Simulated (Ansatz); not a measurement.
**C4H4F4: one species, many methods**

The task here is to estimate one member of a computed series from the others.

Method: functionals in def2-TZVPP, the program's frozen cores in correlated methods; program: Ansatz 0.2.0, Gaussian basis.

Levels to be run: LDA (SPW92), PBE-D4, revPBE-D4, BLYP-D4, r2SCAN-D4, B97M-V, PBE0-D4, B3LYP-D4, r2SCANh-D4, r2SCAN0-D4, HSE06-D4, BHLYP-D4, CAM-B3LYP-D4, LC-ωPBE, ωB97X-V, ωB97M-V, B2PLYP, PBE-QIDH; CCSD(T)/def2-SVP; CCSD(T)/def2-TZVPP; MP2/def2-QZVPP; extrapolation to the limit; RPA on PBE.

## The geometry

All runs share one geometry, relaxed beforehand with PBE0-D4 in a triple-zeta def2 set.

SMILES `FC/C=C(/F)C(F)F`, 12 atoms, charge 0, spin multiplicity 1.

Atoms are counted from 1 here; the program's logs count them from 0.

Bond lengths: F1–C2 1.377 Å, C2–C3 1.484 Å, C2–H9 1.096 Å, C2–H10 1.096 Å, C3–C4 1.323 Å, C3–H11 1.087 Å, C4–F5 1.338 Å, C4–C6 1.496 Å, C6–F7 1.357 Å, C6–F8 1.356 Å, C6–H12 1.088 Å. Angles: F1–C2–C3 114.1°, F1–C2–H9 107.6°, F1–C2–H10 107.6°, C3–C2–H9 109.7°, C3–C2–H10 109.7°, H9–C2–H10 107.9°, C2–C3–C4 130.3°, C2–C3–H11 113.7°, C4–C3–H11 115.9°, C3–C4–F5 119.1°, C3–C4–C6 129.5°, F5–C4–C6 111.4°, C4–C6–F7 109.4°, C4–C6–F8 109.3°, C4–C6–H12 112.8°, F7–C6–F8 107.1°, F7–C6–H12 109.1°, F8–C6–H12 109.1°.

The first run:

Input file in.yaml:

```yaml
crystal:
  periodic: [false, false, false]
  atoms:
    - {symbol: F, position_ang: [-0.356797, -0.396021, -1.875388]}
    - {symbol: C, position_ang: [-0.970004, -1.108932, -0.869136]}
    - {symbol: C, position_ang: [-0.581022, -0.683740, 0.498873]}
    - {symbol: C, position_ang: [0.252562, 0.262896, 0.896714]}
    - {symbol: F, position_ang: [0.437750, 0.457692, 2.207374]}
    - {symbol: C, position_ang: [1.073352, 1.213001, 0.083040]}
    - {symbol: F, position_ang: [0.732753, 2.487243, 0.400625]}
    - {symbol: F, position_ang: [2.383377, 1.060234, 0.399765]}
    - {symbol: H, position_ang: [-2.053094, -0.998296, -0.996321]}
    - {symbol: H, position_ang: [-0.720846, -2.166710, -1.012290]}
    - {symbol: H, position_ang: [-1.068222, -1.250299, 1.288416]}
    - {symbol: H, position_ang: [0.946990, 1.067733, -0.987571]}
basis:
  gaussian: {orbitals: def2-TZVPP}
hamiltonian: {xc: lda}
output: {orbitals: {seedname: orbitals}}
```

The run is started by

```bash
$ ansatz run in.yaml --threads 8 --pin off --events-out ev --progress --plain --max-ram 18278MiB
```

Among the steps run: LDA; PBE-D4 (GGA); revPBE-D4 (GGA); BLYP-D4 (GGA); r2SCAN-D4 (meta-GGA); B97M-V (meta-GGA); PBE0-D4 (hybrid); B3LYP-D4 (hybrid); r2SCANh-D4 (hybrid); r2SCAN0-D4 (hybrid); HSE06-D4 (hybrid); BHLYP-D4 (hybrid); CAM-B3LYP-D4 (range-separated); LC-ωPBE (range-separated); ωB97X-V (range-separated); ωB97M-V (range-separated); B2PLYP (double hybrid); PBE-QIDH (double hybrid).

One table of the session follows, with a row left open; its other results are not shown here.

It belongs to the step «Frontier levels by functional». 

```
  functional  HOMO (eV)  gap (eV)
 LDA (SPW92)      -6.94      5.15
      PBE-D4      -6.74      5.22
   revPBE-D4      -6.65      5.25
     BLYP-D4      -6.63      5.22
   r2SCAN-D4      -6.99      5.67
      B97M-V      -7.05      5.81
     PBE0-D4      -8.05      7.52
    B3LYP-D4      -7.84      7.06
  r2SCANh-D4      -7.49      6.52
  r2SCAN0-D4          ?         ?
    HSE06-D4      -7.64      6.74
    BHLYP-D4      -9.24      9.83
CAM-B3LYP-D4      -9.45     10.06
     LC-ωPBE     -10.78     12.60
     ωB97X-V     -10.40     12.17
     ωB97M-V     -10.30     11.96
```

**Question.** Estimate the row for r2SCAN0-D4.

Worked estimate for «HOMO (eV)». Against the share of exact exchange, r2SCAN-D4 (0, -6.99), r2SCANh-D4 (0.1, -7.49) give a slope of -5.00 per unit share; at 0.25 the line stands at -8.24.

As computed: HOMO (eV): -8.22; gap (eV): 7.80. In «HOMO (eV)» the line misses by -0.02.
